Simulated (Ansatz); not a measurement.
This script for Ansatz 0.2.0, Python API starts 4 runs on C2H7NOSi, SMILES N=CCO[SiH3]. What input does the engine get in each?

Script `disp_c2h7nosi.py`:
```python
"""Size of D3 and D4 in C2H7NOSi."""

import ansatz

BASIS = "def2-SVP"

GEOMETRY = """
N    -2.49540    0.22620    1.02190
C    -1.38260   -0.29160    1.04540
C    -0.19440    0.35790    0.41930
O     0.49620   -0.59730   -0.43320
Si    1.71000   -0.13810   -1.38690
H    -3.23010   -0.31370    1.48150
H    -1.20840   -1.25520    1.55850
H    -0.42480    1.27920   -0.11330
H     0.53200    0.62380    1.28980
H     1.28130    0.96940   -2.24240
H     2.18500   -1.28240   -2.14330
H     2.80830    0.36670   -0.46340
"""

mol = ansatz.Crystal.molecule()
for line in GEOMETRY.strip().splitlines():
    symbol, *xyz = line.split()
    mol = mol.atom(symbol, [float(v) for v in xyz])

job = mol.calculation().basis(gaussian=BASIS).accuracy("high")
for name in ["r2scan", "b3lyp"]:
    for correction in ("d3bj", "d4"):
        summary = job.functional(name, dispersion=correction).run().report
        print(f"{name:8s} {correction:5s} total {summary['free_energy_ev']:.5f} eV, of which dispersion {1000 * summary['dispersion']['energy']['ev']:.2f} meV")
```

Run 1:
```yaml
crystal:
  periodic: [false, false, false]
  atoms:
    - { symbol: "N", position_ang: [-2.4954, 0.2262, 1.0219] }
    - { symbol: C, position_ang: [-1.3826, -0.2916, 1.0454] }
    - { symbol: C, position_ang: [-0.1944, 0.3579, 0.4193] }
    - { symbol: O, position_ang: [0.4962, -0.5973, -0.4332] }
    - { symbol: Si, position_ang: [1.71, -0.1381, -1.3869] }
    - { symbol: H, position_ang: [-3.2301, -0.3137, 1.4815] }
    - { symbol: H, position_ang: [-1.2084, -1.2552, 1.5585] }
    - { symbol: H, position_ang: [-0.4248, 1.2792, -0.1133] }
    - { symbol: H, position_ang: [0.532, 0.6238, 1.2898] }
    - { symbol: H, position_ang: [1.2813, 0.9694, -2.2424] }
    - { symbol: H, position_ang: [2.185, -1.2824, -2.1433] }
    - { symbol: H, position_ang: [2.8083, 0.3667, -0.4634] }
accuracy: high
basis:
  gaussian:
    orbitals: def2-SVP
hamiltonian:
  xc: r2scan
  dispersion: d3bj
```

Run 2, against run 1:
```diff
-  dispersion: d3bj
+  dispersion: d4
```

Run 3, against run 1:
```diff
-  xc: r2scan
+  xc: b3lyp
```

Run 4, against run 1:
```diff
-  xc: r2scan
-  dispersion: d3bj
+  xc: b3lyp
+  dispersion: d4
```

```console
$ python disp_c2h7nosi.py
DeckWarning: the engine holds no damping parameters fitted to this dispersion correction and functional, so the run takes those fitted to r2scan beside the three-body term, which d3bj leaves out (hamiltonian.dispersion, under Limitations)
r2scan   d3bj  total -13591.43437 eV, of which dispersion -65.90 meV
r2scan   d4    total -13591.42561 eV, of which dispersion -57.13 meV
b3lyp    d3bj  total -13596.47606 eV, of which dispersion -395.05 meV
b3lyp    d4    total -13596.43316 eV, of which dispersion -352.15 meV
```
(Warnings from the package without file and line.)

What to keep in mind:
- The settings weren't tested for convergence.
- The geometry is a force-field or estimated start, not a minimum of this method, and the basis set is short of its limit. D4 holds the three-body term, and d3bj doesn't.
- b3lyp holds the VWN-RPA fit, as in Gaussian; the form of ORCA and Turbomole is b3lyp5.
- A dispersion term here runs with damping parameters fitted for another variant or functional.
- Hardware and time: 47 s on 1 thread of Arm Neoverse V2, on a shared host, peak memory 0.49 GiB.
